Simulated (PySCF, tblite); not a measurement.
# C10H11P: geometry, infrared bands and NMR shifts

Wanted: the infrared bands and NMR shifts of C10H11P (`C1=C(c2ccccc2)PCC1`), by calculation.

Computed with tblite 0.8.0 and PySCF 2.14.0, with density-fitted response routines of our own, on a single molecule in the gas phase. Atoms are numbered from 0 throughout.

## Step 1: The starting structure

22 atoms, charge 0, multiplicity 1; geometry from: force field or distance geometry start.

Bonds of the start (Å): C0–C1 1.33, C1–C2 1.48, C2–C3 1.38, C3–C4 1.40, C4–C5 1.40, C5–C6 1.39, C6–C7 1.39, C1–P8 1.86, P8–C9 1.87, C9–C10 1.53, C10–C0 1.51, C7–C2 1.41, C0–H11 1.08, C3–H12 1.10, C4–H13 1.08, C5–H14 1.09, C6–H15 1.07, C7–H16 1.09, P8–H17 1.41, C9–H18 1.09, C9–H19 1.09, C10–H20 1.10, C10–H21 1.10.

## Step 2: Optimising the geometry with GFN2-xTB

The job: settings as JSON, then the geometry in Å.

```
{"job": {"kind": "relax", "xc": "GFN2-xTB", "basis": "xTB"}, "charge": 0, "multiplicity": 1}
C     -1.453900     0.955100     0.259000
C     -0.652700    -0.087100     0.052900
C      0.818400    -0.037200    -0.078700
C      1.641300    -0.953800     0.551100
C      3.029900    -0.901200     0.420500
C      3.601300     0.089400    -0.382900
C      2.794800     1.020200    -1.032000
C      1.411800     0.959400    -0.876200
P     -1.618700    -1.679800     0.041000
C     -3.209500    -0.717700    -0.161600
C     -2.933100     0.676400     0.397200
H     -1.100600     1.971200     0.353300
H      1.214100    -1.738500     1.200000
H      3.665300    -1.626700     0.916800
H      4.682600     0.145300    -0.493400
H      3.235800     1.788400    -1.640700
H      0.791500     1.684000    -1.403800
H     -1.715300    -1.849400     1.442000
H     -4.049000    -1.197900     0.340500
H     -3.428100    -0.648600    -1.229800
H     -3.212100     0.740800     1.462200
H     -3.524300     1.427200    -0.138500
```

Launch:

```console
> OMP_NUM_THREADS=1 python probes_run.py task.json out
```

This one command runs all jobs of the session in turn.

**Question.** This job is followed by: GFN2-xTB harmonic vibrations, gas phase; GIAO PBE0/pcSseg-1 NMR shielding, non-relativistic, gas phase. What will the session give for the following? strongest single infrared mode (GFN2-xTB); zero-point energy (GFN2-xTB); 13C shifts against TMS (PBE0/pcSseg-1, means over atoms taken as alike); 1H shifts against TMS (PBE0/pcSseg-1, means over atoms taken as alike); 31P shifts against H3PO4 (PBE0/pcSseg-1).

The runs gave:

```
                                                               quantity                                                     value
                              strongest single infrared mode (GFN2-xTB)                                     2165 cm⁻¹, 210 km/mol
                                           zero-point energy (GFN2-xTB)                                            109.2 kcal/mol
13C shifts against TMS (PBE0/pcSseg-1, means over atoms taken as alike)  148.5, 143.2, 142.0, 133.6, 132.7, 132.7, 43.2, 25.6 ppm
 1H shifts against TMS (PBE0/pcSseg-1, means over atoms taken as alike)              7.84, 7.61, 7.50, 7.04, 4.33, 3.04, 2.03 ppm
                               31P shifts against H3PO4 (PBE0/pcSseg-1)                                                 -83.1 ppm
```

What this shows: Relaxing lowered the energy by 0.127 eV in 82 steps; the close pair that moved most is C1–C2, from 1.478 to 1.457 Å. All 60 modes are real, so the xTB geometry is a minimum. The strongest single mode, at 2165 cm⁻¹, moves mainly H17. Unscaled tight-binding wavenumbers are off by several per cent, some by more. Its intensities can rank the bands wrongly. NICS(1)zz of -27 ppm above the planar ring from C2 marks a diatropic (aromatic) ring current.
